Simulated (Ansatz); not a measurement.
**BaNbSe2: one candidate structure**

Aim: relax BaNbSe2 from this start, MAX phase (211) type (P6_3/mmc, No. 194), and see where it ends.

Program: Ansatz 0.2.0. Level of theory: DFT PBE, scalar-relativistic, plane waves, PAW. These are calculated values, not measurements.

2 further runs of the same task are left out: 1 that didn't finish, 1 set aside as unsound or not needed.

## 1. The starting structure

It takes space group P6_3/mmc (No. 194, hexagonal). Conventional cell: a = 3.713 Å, b = 3.713 Å, c = 16.616 Å, α = 90.00°, β = 90.00°, γ = 120.00°. Around Ba (site symmetry -6m2) lie 6 Se at 3.47 Å and 6 Ba at 3.71 Å. Nb (site symmetry -3m) has 6 Se at 2.58 Å in its first shell of neighbours. Around Se (site symmetry 3m) lie 3 Nb at 2.58 Å and 3 Ba at 3.47 Å.

As a file:

```
CELL_PARAMETERS angstrom
3.71263 0.00000 0.00000
-1.85632 3.21523 0.00000
0.00000 0.00000 16.61597
ATOMIC_POSITIONS crystal
Ba 0.33333 0.66667 0.75000
Ba 0.66667 0.33333 0.25000
Nb 0.00000 0.00000 0.50000
Nb 0.00000 0.00000 0.00000
Se 0.33333 0.66667 0.41400
Se 0.66667 0.33333 0.91400
Se 0.66667 0.33333 0.58600
Se 0.33333 0.66667 0.08600
```

(A quick probe on a coarse mesh, which set the mesh and smearing, is not shown.)

## 3. Coarse relaxation

Contents of input.yaml:

```yaml
crystal:
  lattice:
    - [3.7126315625, 0.0, 0.0]
    - [-1.8563157813, 3.215233248, 0.0]
    - [0.0, 0.0, 16.6159734268]
  atoms:
    - { symbol: Ba, position: [0.3333333333, 0.6666666667, 0.75] }
    - { symbol: Ba, position: [0.6666666667, 0.3333333333, 0.25] }
    - { symbol: Nb, position: [0.0, 0.0, 0.5] }
    - { symbol: Nb, position: [0.0, 0.0, 0.0] }
    - { symbol: Se, position: [0.3333333333, 0.6666666667, 0.414] }
    - { symbol: Se, position: [0.6666666667, 0.3333333333, 0.914] }
    - { symbol: Se, position: [0.6666666667, 0.3333333333, 0.586] }
    - { symbol: Se, position: [0.3333333333, 0.6666666667, 0.086] }
basis:
  ecutwfc: 420
kpoints:
  mp_grid: { grid: [6, 6, 1] }
hamiltonian:
  xc: pbe
scf:
  occupations: { method: gaussian, width: 0.1 }
  lower_state_search: "off"
output:
  forces: true
  stress: true
  eigenvalues: true
relax:
  adjacent_minimum: "off"
  f_tol: 0.04
  max_steps: 70
  cell: { stress_tol: 0.4 }
```

Run with:

```sh
$ ansatz run input.yaml --threads 1 --pin off --max-ram 2560MiB --backend cpu --events-out ev --progress --plain --runs-dir out
```

The session goes on with these runs: a loose first relaxation; relaxing cell and atoms.

What does the calculation give?

The runs gave:

Formation energies count from the elements, computed with the same settings in runs not shown here.

```
                          quantity                                                                        value
                              cell  a = 4.045 Å, b = 4.045 Å, c = 14.167 Å, α = 90.00°, β = 90.00°, γ = 120.00°
                       space group                                                           P6_3/mmc (No. 194)
                            volume                                                                25.09 Å³/atom
                   gap on the mesh                                                                 none (metal)
formation energy from the elements                                                               -0.982 eV/atom
```

**Reading.** The space group stayed P6_3/mmc, and from the first guess the volume went from 24.79 to 25.09 Å³/atom. With -0.98 eV/atom it lies under the elements, which doesn't yet make it stable against other compounds of them.
